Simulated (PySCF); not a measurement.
# AlBr2F: the cost of one run

The runs use PySCF 2.14.0, with density-fitted response routines of our own; the level of theory stands in each step. All values are computed, except where a source is named. Atoms are numbered from 0 throughout.

## (1) The molecule as given

4 atoms, charge 0, multiplicity 1; geometry from: GFN2-xTB. The atoms were then displaced at random by about 0.01 Å, so the start is not that level's minimum.

Bonds of the start (Å): F0–Al1 1.62, Al1–Br2 2.22, Al1–Br3 2.20.

## (2) Optimising the geometry at PBE0-D3(BJ)/def2-SVP

The job: settings as JSON, then the geometry in Å.

```
{"job": {"xc": "PBE0", "basis": "def2-SVP", "d3": "d3bj", "grid": 1, "shake": 0.01, "kind": "geom"}, "charge": 0, "multiplicity": 1}
F     -0.025280     1.737720    -0.003680
Al    -0.006380     0.117450    -0.007510
Br     1.974720    -0.889030    -0.009130
Br    -1.905060    -0.991500    -0.012690
```

The run is started by

```bash
> OMP_NUM_THREADS=1 python probes_run.py task.json out
```

One launch serves the whole session: the jobs run in the order shown.

Q: Estimate the wall time and peak memory of this first job on 1 thread of Arm Neoverse V1, shared host.

About 22 s, with a peak of 0.4 GiB.
